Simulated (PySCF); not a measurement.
# GaHBr2 (SMILES [Br][GaH][Br]) at HF/3-21G

What is the vertical singlet–triplet gap of GaHBr2 at HF/3-21G? The job is set up through a Python script.

The results are computed with PySCF 2.14.0.

7 further runs of the same task are left out: 4 that didn't finish, 3 set aside as unsound or not needed.

## Step 1: Starting point

The species is GaHBr2 (4 atoms), meant as a singlet with charge 0. SMILES: `[Br][GaH][Br]`. The shape is that of a PBE0-D4/def2-TZVP optimisation.

Bond lengths: Br1–Ga2 2.274 Å, Ga2–Br3 2.274 Å, Ga2–H4 1.549 Å. Angles: Br1–Ga2–Br3 116.0°, Br1–Ga2–H4 122.0°, Br3–Ga2–H4 122.0°.

## Step 2: A single-point energy at HF/3-21G

Input file calc.py:

```python
from pyscf import gto

molecule = gto.M(
    atom='''
Br      -2.066700       0.047400      -0.609100
Ga       0.130800       0.163600      -0.035600
Br       1.021500      -1.717900       0.879600
H        0.969900       1.446500      -0.255100
''',
    max_memory=1860,
    verbose=3,
    basis='3-21g',
    charge=0,
)

myscf = molecule.RHF()
myscf.conv_tol = 1e-10
myscf.kernel()
if not myscf.converged:
    myscf = myscf.newton().run(myscf.mo_coeff, myscf.mo_occ)

e_tot = myscf.e_tot
print('E = %.10f Eh' % e_tot)
```

On the command line:

```bash
OMP_NUM_THREADS=1 python calc.py
```

Output:

```text
converged SCF energy = -7034.618593823
E = -7034.6185938230 Eh
```

Wall time 1 s (1 thread of Intel Xeon Platinum 8488C (Sapphire Rapids), shared host); peak memory 0.14 GiB.

## Step 3: The triplet, same level

Input file run.py:

```python
from pyscf import gto

mol = gto.Mole()
mol.atom = '''
Br    -3.905497     0.089573    -1.151032
Ga     0.247176     0.309159    -0.067274
Br     1.930355    -3.246361     1.662203
H      1.832845     2.733489    -0.482069
'''
mol.unit = 'bohr'
mol.max_memory = 1860
mol.basis = '3-21g'
mol.spin = 2
mol.verbose = 3
mol.build()

myscf = mol.UHF()
myscf.conv_tol = 1e-10
myscf.kernel()
if not myscf.converged:
    myscf = myscf.newton().run(myscf.mo_coeff, myscf.mo_occ)

e_final = myscf.e_tot
print('E(%s) = %.9f' % ('HF', e_final))
```

On the command line:

```bash
OMP_NUM_THREADS=1 python run.py
```

Output:

```text
WARN: HOMO -0.0410671353882093 >= LUMO -0.427125974443625

WARN: HOMO -0.166808257401246 >= LUMO -0.182073215497887

WARN: HOMO -0.161976057692827 >= LUMO -0.169210688480652

converged SCF energy = -7034.36580785926  <S^2> = 2.0372085  2S+1 = 3.024704
E(HF) = -7034.365807859
```

Wall time 1.7 s (1 thread of Intel Xeon Platinum 8488C (Sapphire Rapids), shared host); peak memory 0.14 GiB.

## Step 4: Results

At HF/3-21G:

| quantity | value |
| --- | --- |
| singlet: total energy | -7034.61859 Eh |
| singlet: dipole moment | 2.19 D |
| singlet: HOMO energy | -11.15 eV |
| singlet: LUMO energy | 0.86 eV |
| singlet: HOMO–LUMO gap | 12.01 eV |
| triplet: total energy | -7034.36581 Eh |
| triplet: dipole moment | 2.53 D |
| triplet: HOMO energy (highest over α and β) | -4.60 eV |
| triplet: LUMO energy (lowest over α and β) | -4.13 eV |
| triplet: ⟨S²⟩ | 2.037 |
| vertical energy of the triplet above the singlet | 6.879 eV |

What this shows: At this shape the triplet lies 6.88 eV (159 kcal/mol) above the singlet.
